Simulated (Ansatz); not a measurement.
# ClF2H3SiSn: geometry and vibrations

What shape does ClF2H3SiSn take? The plan is to relax it, then compute its harmonic vibrations to see whether it is a minimum and to get the zero-point energy and entropy, and look at its orbitals and charge.

Computed with Ansatz 0.2.0, Gaussian basis. Level: RKS PBE0-D4/def2-TZVP.

Plan: relaxation at PBE-D4/def2-SVP; relaxation at PBE0-D4/def2-TZVP; harmonic vibrations at the same level; a single point in def2-TZVPP for the fields.

1 further run of the same task is left out (for a known fault of the program).

## Step 1: The system as given

SMILES `[F][Sn]([F])([SiH3])[Cl]`, 8 atoms, charge 0, spin multiplicity 1.

Atoms are counted from 1 here; the program's logs count them from 0.

Bond lengths: F1–Sn2 1.964 Å, Sn2–F3 1.913 Å, Sn2–Si4 2.446 Å, Sn2–Cl5 2.350 Å, Si4–H6 1.443 Å, Si4–H7 1.494 Å, Si4–H8 1.498 Å. Angles: F1–Sn2–F3 108.1°, F1–Sn2–Si4 109.4°, F1–Sn2–Cl5 110.6°, F3–Sn2–Si4 108.5°, F3–Sn2–Cl5 109.6°, Si4–Sn2–Cl5 110.4°, Sn2–Si4–H6 113.0°, Sn2–Si4–H7 110.7°, Sn2–Si4–H8 109.2°, H6–Si4–H7 108.5°, H6–Si4–H8 108.1°, H7–Si4–H8 107.2°.

Coordinates:

```mol
ClF2H3SiSn
  3D, bonds by distance, orders not assigned

  8  7  0  0  0  0  0  0  0  0999 V2000
    1.7361    0.0994   -1.9647 F   0  0
    0.9244    0.6633   -0.2670 Sn  0  0
    2.2518    0.5237    1.1035 F   0  0
   -0.9260   -0.8370    0.2872 Si  0  0
    0.1663    2.8831   -0.4081 Cl  0  0
   -0.5250   -2.2212    0.3675 H   0  0
   -1.5477   -0.4486    1.5888 H   0  0
   -1.9877   -0.7197   -0.7632 H   0  0
  1  2  8  0
  2  3  8  0
  2  4  8  0
  2  5  8  0
  4  6  8  0
  4  7  8  0
  4  8  8  0
M  END
```

The start is a force-field geometry with small random shifts, so a cheaper pass at PBE-D4/def2-SVP comes first. Sn takes the def2 core potential; no spin-orbit term is included.

## Step 2: Geometry optimisation, PBE-D4/def2-SVP (cheap first pass)

in.yaml

```yaml
crystal:
  periodic: [false, false, false]
  atoms:
    - {symbol: F, position_ang: [1.736100, 0.099400, -1.964700]}
    - {symbol: Sn, position_ang: [0.924400, 0.663300, -0.267000]}
    - {symbol: F, position_ang: [2.251800, 0.523700, 1.103500]}
    - {symbol: Si, position_ang: [-0.926000, -0.837000, 0.287200]}
    - {symbol: Cl, position_ang: [0.166300, 2.883100, -0.408100]}
    - {symbol: H, position_ang: [-0.525000, -2.221200, 0.367500]}
    - {symbol: H, position_ang: [-1.547700, -0.448600, 1.588800]}
    - {symbol: H, position_ang: [-1.987700, -0.719700, -0.763200]}
basis:
  gaussian: {orbitals: def2-SVP}
hamiltonian: {xc: pbe, dispersion: d4}
relax: {f_tol: 0.03, max_steps: 200}
```

Command:

```bash
$ ansatz run in.yaml --threads 4 --pin off --events-out ev --progress --plain --max-ram 10444MiB
```

What it wrote, shortened:

```text
Functional definition: PBE
  name "PBE"
  cite "Perdew, Burke & Ernzerhof, Phys. Rev. Lett. 77, 3865 (1996) doi:10.1103/PhysRevLett.77.3865"
  parent pbe
[...]
1152 factors; their error is unknown
[...]
mean field -31691.47621311 eV, -1164.6402695778 hartree, gradient 3.3e-5 eV, S^2 0.000000; 0 other end points of the search recorded, 0 dependent functions left out
[...]
reference -31691.47625514 eV, -1164.6402711222 hartree; 37, 37 occupied and 68, 68 virtual orbitals, 1152 factors
relax step   1: F+E_penalty+E_count = -31691.68693783 eV  Δ(F+E_penalty+E_count) = +0.000e0 eV  max|allowed force component| = 1.724e0 eV/Å  Δτ_max = 0.0000 Å  (27 SCF iters, accepted)
[...]
relax step   3: F+E_penalty+E_count = -31691.91832709 eV  Δ(F+E_penalty+E_count) = -8.514e-3 eV  max|allowed force component| = 6.701e-2 eV/Å  Δτ_max = 0.0467 Å  (29 SCF iters, accepted)
[...]
relax step   4: F+E_penalty+E_count = -31691.91928226 eV  Δ(F+E_penalty+E_count) = -9.552e-4 eV  max|allowed force component| = 1.141e-2 eV/Å  Δτ_max = 0.0248 Å  (29 SCF iters, accepted)
1152 factors; their error is unknown
mean field -31691.71449348 eV, -1164.6490262196 hartree, gradient 8.7e-6 eV, S^2 0.000000; 1 other end points of the search recorded, 0 dependent functions left out
[...]
reference -31691.71453550 eV, -1164.6490277640 hartree; 37, 37 occupied and 68, 68 virtual orbitals, 1152 factors
Total energy: -31691.91932428 eV, -1164.6565536130 hartree
Atom 0 at     1.801381     0.205149    -1.928141 Å, force    -0.002345     0.004282     0.004880 eV/Å
Atom 1 at     0.897295     0.664766    -0.259576 Å, force     0.000377    -0.007647     0.001103 eV/Å
Atom 2 at     2.348883     0.604422     1.044980 Å, force    -0.003678     0.001878    -0.004601 eV/Å
Atom 3 at    -1.065255    -0.921383     0.313235 Å, force     0.006730     0.007273    -0.003130 eV/Å
Atom 4 at     0.305131     2.937309    -0.454231 Å, force     0.006707     0.010239    -0.003008 eV/Å
Atom 5 at    -0.516487    -2.313598     0.374907 Å, force     0.000600    -0.011405     0.002485 eV/Å
Atom 6 at    -1.604822    -0.470260     1.636251 Å, force    -0.004264    -0.002763     0.001554 eV/Å
Atom 7 at    -2.073927    -0.763405    -0.783425 Å, force    -0.004128    -0.001857     0.000718 eV/Å
Dipole moment:    -0.804640    -0.509837     0.216210 e Å
```

It took 6 s on 4 threads of Arm Neoverse V1, shared host.

Along the way:

| step | energy from step 1 (eV) | largest force component (eV/Å) |
| --- | --- | --- |
| 1 | 0.0000 | 1.7238 |
| 2 | -0.2229 | 0.3413 |
| 3 | -0.2314 | 0.0670 |
| 4 | -0.2323 | 0.0114 |

Distances of close pairs at the start and the end, largest changes first:

| bond | before (Å) | after (Å) | change (Å) |
| --- | --- | --- | --- |
| Sn2–Si4 | 2.446 | 2.588 | +0.142 |
| Si4–H6 | 1.443 | 1.498 | +0.054 |
| Sn2–F3 | 1.913 | 1.953 | +0.040 |
| F1–Sn2 | 1.964 | 1.953 | -0.012 |
| Sn2–Cl5 | 2.350 | 2.356 | +0.007 |
| Si4–H7 | 1.494 | 1.498 | +0.005 |
| Si4–H8 | 1.498 | 1.498 | +0.000 |

## Step 3: Geometry optimisation, PBE0-D4/def2-TZVP

in.yaml

```yaml
crystal:
  periodic: [false, false, false]
  atoms:
    - {symbol: F, position_ang: [1.801381, 0.205149, -1.928141]}
    - {symbol: Sn, position_ang: [0.897295, 0.664766, -0.259576]}
    - {symbol: F, position_ang: [2.348883, 0.604422, 1.044980]}
    - {symbol: Si, position_ang: [-1.065255, -0.921383, 0.313235]}
    - {symbol: Cl, position_ang: [0.305131, 2.937309, -0.454231]}
    - {symbol: H, position_ang: [-0.516487, -2.313598, 0.374907]}
    - {symbol: H, position_ang: [-1.604822, -0.470260, 1.636251]}
    - {symbol: H, position_ang: [-2.073927, -0.763405, -0.783425]}
basis:
  gaussian: {orbitals: def2-TZVP}
hamiltonian: {xc: pbe0, dispersion: d4}
relax: {f_tol: 0.005, max_steps: 150}
```

The command is unchanged.

What it wrote, shortened:

```text
Functional definition: PBE0
  name "PBE0"
  cite "Adamo & Barone, J. Chem. Phys. 110, 6158 (1999) doi:10.1063/1.478522"
  cite "Perdew, Burke & Ernzerhof, Phys. Rev. Lett. 77, 3865 (1996) doi:10.1103/PhysRevLett.77.3865"
  parent pbe
[...]
1441 factors; their error is unknown
[...]
mean field -31708.14760276 eV, -1165.2529318470 hartree, gradient 3.1e-5 eV, S^2 0.000000; 0 other end points of the search recorded, 0 dependent functions left out
[...]
reference -31708.14764390 eV, -1165.2529333591 hartree; 37, 37 occupied and 167, 167 virtual orbitals, 1441 factors
relax step   1: F+E_penalty+E_count = -31708.32512082 eV  Δ(F+E_penalty+E_count) = +0.000e0 eV  max|allowed force component| = 8.966e-1 eV/Å  Δτ_max = 0.0000 Å  (28 SCF iters, accepted)
[...]
reference -31708.22941618 eV, -1165.2559384350 hartree; 37, 37 occupied and 167, 167 virtual orbitals, 1441 factors
Total energy: -31708.40921327 eV, -1165.2625458558 hartree
Atom 0 at     1.750692     0.213131    -1.883186 Å, force    -0.000352     0.003180    -0.000837 eV/Å
Atom 1 at     0.869468     0.675623    -0.256508 Å, force     0.000920    -0.004714     0.001620 eV/Å
Atom 2 at     2.287654     0.594992     1.015845 Å, force     0.000344     0.003302    -0.000309 eV/Å
Atom 3 at    -1.056254    -0.917713     0.311280 Å, force    -0.000677    -0.002563    -0.000772 eV/Å
Atom 4 at     0.371186     2.915471    -0.459239 Å, force     0.002425    -0.000777    -0.000420 eV/Å
Atom 5 at    -0.482663    -2.280688     0.371018 Å, force    -0.000532     0.001714     0.000104 eV/Å
Atom 6 at    -1.594796    -0.480012     1.618433 Å, force    -0.000824     0.000353     0.000751 eV/Å
Atom 7 at    -2.053088    -0.777804    -0.773642 Å, force    -0.001306    -0.000495    -0.000137 eV/Å
Dipole moment:    -0.870057    -0.505425     0.227827 e Å
```

Run time: 30 s. Hardware: 4 threads of Arm Neoverse V1, shared host; peak memory 0.63 GiB.

Relaxation path:

| step | energy from step 1 (eV) | largest force component (eV/Å) |
| --- | --- | --- |
| 1 | 0.0000 | 0.8966 |
| 2 | -0.0777 | 0.2855 |
| 3 | -0.0835 | 0.0430 |
| 4 | -0.0838 | 0.0110 |
| 5 | -0.0840 | 0.0121 |
| 6 | -0.0841 | 0.0047 |

Distances of close pairs at the start and the end, largest changes first:

| bond | before (Å) | after (Å) | change (Å) |
| --- | --- | --- | --- |
| Sn2–Cl5 | 2.356 | 2.304 | -0.053 |
| F1–Sn2 | 1.953 | 1.907 | -0.046 |
| Sn2–F3 | 1.953 | 1.907 | -0.046 |
| Sn2–Si4 | 2.588 | 2.563 | -0.024 |
| Si4–H7 | 1.498 | 1.480 | -0.018 |
| Si4–H8 | 1.498 | 1.480 | -0.018 |
| Si4–H6 | 1.498 | 1.480 | -0.018 |

Mulliken charges of the relaxed molecule (report file):

| atom | value (e) |
| --- | --- |
| F1 | -0.47 |
| Sn2 | 1.23 |
| F3 | -0.47 |
| Si4 | -0.05 |
| Cl5 | -0.34 |
| H6 | 0.03 |
| H7 | 0.03 |
| H8 | 0.03 |

## Step 4: Vibrations by finite differences

in.yaml

```yaml
crystal:
  periodic: [false, false, false]
  atoms:
    - {symbol: F, position_ang: [1.750692, 0.213131, -1.883186]}
    - {symbol: Sn, position_ang: [0.869468, 0.675623, -0.256508]}
    - {symbol: F, position_ang: [2.287654, 0.594992, 1.015845]}
    - {symbol: Si, position_ang: [-1.056254, -0.917713, 0.311280]}
    - {symbol: Cl, position_ang: [0.371186, 2.915471, -0.459239]}
    - {symbol: H, position_ang: [-0.482663, -2.280688, 0.371018]}
    - {symbol: H, position_ang: [-1.594796, -0.480012, 1.618433]}
    - {symbol: H, position_ang: [-2.053088, -0.777804, -0.773642]}
basis:
  gaussian: {orbitals: def2-TZVP}
hamiltonian: {xc: pbe0, dispersion: d4}
phonons: {temperatures: {t_min: 298.15, t_max: 900, t_step: 200}}
```

Same command.

What it wrote, shortened:

```text
Functional definition: PBE0
  name "PBE0"
  cite "Adamo & Barone, J. Chem. Phys. 110, 6158 (1999) doi:10.1063/1.478522"
  cite "Perdew, Burke & Ernzerhof, Phys. Rev. Lett. 77, 3865 (1996) doi:10.1103/PhysRevLett.77.3865"
  parent pbe
[...]
1441 factors; their error is unknown
[...]
mean field -31708.22935672 eV, -1165.2559362495 hartree, gradient 3.1e-5 eV, S^2 0.000000; 0 other end points of the search recorded, 0 dependent functions left out
[...]
reference -31708.22939755 eV, -1165.2559377501 hartree; 37, 37 occupied and 167, 167 virtual orbitals, 1441 factors
[...]
1441 factors; their error is unknown
mean field -31708.22935387 eV, -1165.2559361449 hartree, gradient 1.7e-6 eV, S^2 0.000000; 0 other end points of the search recorded, 0 dependent functions left out
[...]
reference -31708.22939471 eV, -1165.2559376457 hartree; 37, 37 occupied and 167, 167 virtual orbitals, 1441 factors
[...]
Atom 0 at     1.750692     0.213131    -1.883186 Å, force    -0.000445     0.003143    -0.000810 eV/Å
Atom 1 at     0.869468     0.675623    -0.256508 Å, force     0.001154    -0.004589     0.001574 eV/Å
Atom 2 at     2.287654     0.594992     1.015845 Å, force     0.000209     0.003250    -0.000307 eV/Å
Atom 3 at    -1.056254    -0.917713     0.311280 Å, force    -0.000674    -0.002575    -0.000745 eV/Å
Atom 4 at     0.371186     2.915471    -0.459239 Å, force     0.002399    -0.000787    -0.000416 eV/Å
Atom 5 at    -0.482663    -2.280688     0.371018 Å, force    -0.000522     0.001709     0.000102 eV/Å
Atom 6 at    -1.594796    -0.480012     1.618433 Å, force    -0.000817     0.000346     0.000739 eV/Å
Atom 7 at    -2.053088    -0.777804    -0.773642 Å, force    -0.001304    -0.000498    -0.000139 eV/Å
Dipole moment:    -0.870058    -0.505426     0.227825 e Å
Vibrations: 55.33 68.64 83.04 134.11 162.78 179.82 302.97 389.65 495.37 497.19 630.82 632.85 831.85 927.68 928.57 2249.02 2276.73 2277.30 cm⁻¹, zero-point energy 0.813566 eV
```

Wall time 2.5 min (4 threads of Arm Neoverse V1, shared host); peak memory 0.63 GiB.

Motions are named by where the mode's potential energy lies. Wavenumbers, unscaled:

| mode | cm⁻¹ | motion |
| --- | --- | --- |
| 1 | 55 | torsion |
| 2 | 69 | bend |
| 3 | 83 | bend |
| 4 | 134 | torsion with bend |
| 5 | 163 | bend with torsion |
| 6 | 180 | bend |
| 7 | 303 | Si–Sn stretch |
| 8 | 390 | Sn–Cl stretch |
| 9 | 495 | bend |
| 10 | 497 | bend |
| 11 | 631 | Sn–F stretch |
| 12 | 633 | Sn–F stretch |
| 13 | 832 | bend |
| 14 | 928 | bend with torsion |
| 15 | 929 | bend with torsion |
| 16 | 2249 | Si–H stretch |
| 17 | 2277 | Si–H stretch |
| 18 | 2277 | Si–H stretch |

From these modes and the moments of inertia (298.15 K, 1 bar, symmetry number 1):

| term | value |
| --- | --- |
| zero-point energy | 78.5 kJ/mol |
| H(298) − E | 103.9 kJ/mol |
| entropy, translation | 176.3 J/(mol K) |
| entropy, rotation | 121.4 J/(mol K) |
| entropy, vibration | 106.0 J/(mol K) |
| entropy, total | 403.7 J/(mol K) |

## Step 5: A single point for the fields

Changes to in.yaml since step 4:

```diff
@@ -12,4 +12,4 @@
 basis:
-  gaussian: {orbitals: def2-TZVP}
+  gaussian: {orbitals: def2-TZVPP}
 hamiltonian: {xc: pbe0, dispersion: d4}
-phonons: {temperatures: {t_min: 298.15, t_max: 900, t_step: 200}}
+output: {orbitals: {seedname: orbitals}}
```

Same command.

What it wrote:

```text
Functional definition: PBE0
  name "PBE0"
  cite "Adamo & Barone, J. Chem. Phys. 110, 6158 (1999) doi:10.1063/1.478522"
  cite "Perdew, Burke & Ernzerhof, Phys. Rev. Lett. 77, 3865 (1996) doi:10.1103/PhysRevLett.77.3865"
  parent pbe
  parameter a = 0.25
  parameter kappa = 0.804
  parameter beta = 0.06672455060314922
  exchange = (1 - a)*pbe_x(kappa = kappa, mu = beta*pi^2/3) + a*exact_x
  correlation = pbe_c(beta = beta)
1566 factors; their error is unknown
mean field evaluation 1: about -31703.5694 eV, gradient 5.4e1 eV
mean field evaluation 2: about -31690.5141 eV, gradient 1.1e2 eV
mean field evaluation 4: about -31708.0828 eV, gradient 3.4e0 eV
mean field evaluation 8: about -31708.1037 eV, gradient 3.1e-2 eV
mean field evaluation 16: about -31708.2444 eV, gradient 1.7e-4 eV
mean field -31708.24442758 eV, -1165.2564900936 hartree, gradient 3.8e-5 eV, S^2 0.000000; 0 other end points of the search recorded, 0 dependent functions left out
reference -31708.24446822 eV, -1165.2564915871 hartree; 37, 37 occupied and 201, 201 virtual orbitals, 1566 factors
Total energy: -31708.42426531 eV, -1165.2630990084 hartree
```

It took 3.9 s on 4 threads of Arm Neoverse V1, shared host; peak memory 0.7 GiB.

The fields below are evaluated on a grid from the run's orbitals.

Frontier orbitals at PBE0-D4/def2-TZVPP, with the share of their density that lies nearest to each atom:

| orbital | energy (eV) | lies on |
| --- | --- | --- |
| HOMO-1 | -9.55 | Cl5 93 % |
| HOMO | -9.16 | Cl5 46 %; Si4 17 %; Sn2 15 % |
| LUMO | -2.02 | Sn2 29 %; Si4 19 %; Cl5 16 % |

ELF in a plane through or near 4 of the atoms.

Ten even steps from '0' (0.00) to '9' (1.00):
```
0000000000000000000000000000
0000000000000000000000000000
0000012233110000000000000000
0001356777641000000000000000
0013678688762000000000000000
0025882647861000000000000000
0035883736741000011110000000
0024788567422232223321000000
0002455631332487100232000000
0000011125564387276221000000
0000000126345287264143100000
0000000013663387336898410000
0000000000112333699999950000
0000000000000001699999950000
0000000000000000499999710000
0000000000000000158986100000
0000000000000000001110000000
0000000000000000000000000000
0000000000000000000000000000
0000000000000000000000000000
```
The map spans 9.8 Å across and 9.0 Å up, centred on the molecule. Atoms in the plane (x, y in Å): Sn2 (-1.1, -0.1), Si4 (1.4, 0.1), Cl5 (-2.3, 1.9), H6 (1.9, -1.3).

On the surface of density 0.002 e/bohr³ the electrostatic potential runs, from the 1st to the 99th percentile, from -1.32 V near F1 to 2.18 V near Sn2.

## Step 6: Outcome

```
                  quantity            value
               point group               Cs
                     steps            4 + 6
shift from the start (rms)          0.125 Å
              total energy   -31708.4092 eV
           dispersion term         -180 meV
             dipole moment           4.96 D
lowest, highest wavenumber    55, 2277 cm⁻¹
         zero-point energy      78.5 kJ/mol
       entropy at 298.15 K  403.7 J/(mol K)
                HOMO, LUMO  -9.16, -2.02 eV
```

In words: The relaxed geometry lies 0.12 Å (rms) from the start; the bond that changed most is Sn2–Si4, from 2.446 to 2.563 Å. All wavenumbers are real, so the end point is a minimum. The stiffest mode, 2277 cm⁻¹, is an Si–H stretch, and 6 modes under 200 cm⁻¹ make the vibrational entropy uncertain. Harmonic hybrid wavenumbers usually lie a few per cent above measured fundamentals. The largest Mulliken charge, +1.23 e, sits on Sn2. The HOMO lies mostly on Cl5 46 %; Si4 17 % and the LUMO on Sn2 29 %; Si4 19 %.
